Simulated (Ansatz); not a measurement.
**CH₁₁GeNSi₂: how energies converge with the basis set**

One table from this session's results is given with a row withheld; the runs are named, their logs left out.

Method: one geometry, several basis sets; program: Ansatz 0.2.0, Gaussian basis.

Levels to be run: PBE0-D4/def2-SVP; ωB97M-V/def2-SVP; PBE0-D4/def2-QZVPP; ωB97M-V/def2-QZVPP; the functionals' def2-TZVPP values are taken from earlier runs.

### Structure used throughout

An earlier PBE0-D4 in a triple-zeta def2 set relaxation fixed the geometry.

16 atoms, charge 0, spin multiplicity 1.

Atoms are counted from 1 here; the program's logs count them from 0.

Bond lengths: C1–N2 1.457 Å, C1–H6 1.095 Å, C1–H7 1.098 Å, C1–H8 1.095 Å, N2–Ge3 1.839 Å, N2–Si4 1.723 Å, Ge3–H9 1.535 Å, Ge3–H10 1.544 Å, Ge3–H11 1.540 Å, Si4–Si5 2.342 Å, Si4–H12 1.498 Å, Si4–H13 1.494 Å, Si5–H14 1.488 Å, Si5–H15 1.490 Å, Si5–H16 1.488 Å. Angles: N2–C1–H6 111.0°, N2–C1–H7 112.9°, N2–C1–H8 110.4°, H6–C1–H7 107.8°, H6–C1–H8 106.9°, H7–C1–H8 107.5°, C1–N2–Ge3 115.6°, C1–N2–Si4 117.4°, Ge3–N2–Si4 125.3°, N2–Ge3–H9 107.9°, N2–Ge3–H10 111.1°, N2–Ge3–H11 107.3°, H9–Ge3–H10 110.1°, H9–Ge3–H11 111.5°, H10–Ge3–H11 108.8°, N2–Si4–Si5 112.9°, N2–Si4–H12 112.9°, N2–Si4–H13 108.5° and more.

Coordinates:

```
C     0.55875   -0.06785   -2.16843
N     0.23891   -0.17812   -0.75077
Ge    1.18258   -1.45311    0.18022
Si   -0.67348    1.10001   -0.04109
Si   -1.30534    0.65172    2.16951
H     0.64023   -1.05770   -2.63065
H     1.49905    0.46748   -2.35404
H    -0.23553    0.46726   -2.69918
H     0.58399   -1.54875    1.59018
H     2.67972   -1.08657    0.26252
H     1.03708   -2.78162   -0.58473
H     0.05602    2.40821   -0.04613
H    -1.89870    1.32246   -0.86606
H    -0.14006    0.64913    3.09492
H    -2.23337    1.73639    2.59545
H    -2.01274   -0.65154    2.29268
```

Set-up of the first run:

in.yaml

```yaml
crystal:
  periodic: [false, false, false]
  atoms:
    - {symbol: C, position_ang: [0.558752, -0.067852, -2.168433]}
    - {symbol: N, position_ang: [0.238915, -0.178122, -0.750767]}
    - {symbol: Ge, position_ang: [1.182576, -1.453115, 0.180217]}
    - {symbol: Si, position_ang: [-0.673480, 1.100013, -0.041091]}
    - {symbol: Si, position_ang: [-1.305343, 0.651721, 2.169513]}
    - {symbol: H, position_ang: [0.640235, -1.057702, -2.630650]}
    - {symbol: H, position_ang: [1.499046, 0.467478, -2.354042]}
    - {symbol: H, position_ang: [-0.235530, 0.467259, -2.699176]}
    - {symbol: H, position_ang: [0.583988, -1.548746, 1.590185]}
    - {symbol: H, position_ang: [2.679718, -1.086567, 0.262517]}
    - {symbol: H, position_ang: [1.037078, -2.781619, -0.584729]}
    - {symbol: H, position_ang: [0.056017, 2.408212, -0.046131]}
    - {symbol: H, position_ang: [-1.898699, 1.322457, -0.866063]}
    - {symbol: H, position_ang: [-0.140058, 0.649133, 3.094924]}
    - {symbol: H, position_ang: [-2.233374, 1.736387, 2.595453]}
    - {symbol: H, position_ang: [-2.012740, -0.651538, 2.292675]}
basis:
  gaussian: {orbitals: def2-SVP}
hamiltonian: {xc: pbe0, dispersion: d4}
output: {orbitals: {seedname: orbitals}}
```

The run is started by

```bash
ansatz run in.yaml --threads 4 --pin off --events-out ev --progress --plain --max-ram 11315MiB
```

Among the steps run: PBE0-D4 in def2-SVP; ωB97M-V in def2-SVP; PBE0-D4 in def2-QZVPP; ωB97M-V in def2-QZVPP.

One table of the session follows, with a row left open; its other results are not shown here.

It belongs to the step «Density functionals: the series». 

| functional | basis | HOMO (eV) | LUMO (eV) |
| --- | --- | --- | --- |
| PBE0-D4 | def2-SVP | ? | ? |
| PBE0-D4 | def2-TZVPP | -6.87 | -0.25 |
| PBE0-D4 | def2-QZVPP | -6.88 | -0.33 |
| ωB97M-V | def2-SVP | -9.03 | 1.85 |
| ωB97M-V | def2-TZVPP | -9.14 | 1.50 |
| ωB97M-V | def2-QZVPP | -9.15 | 1.26 |

**Question.** Estimate the row for PBE0-D4, def2-SVP.

As computed: HOMO (eV): -6.79; LUMO (eV): 0.00. In the column «HOMO (eV)» it is the highest.
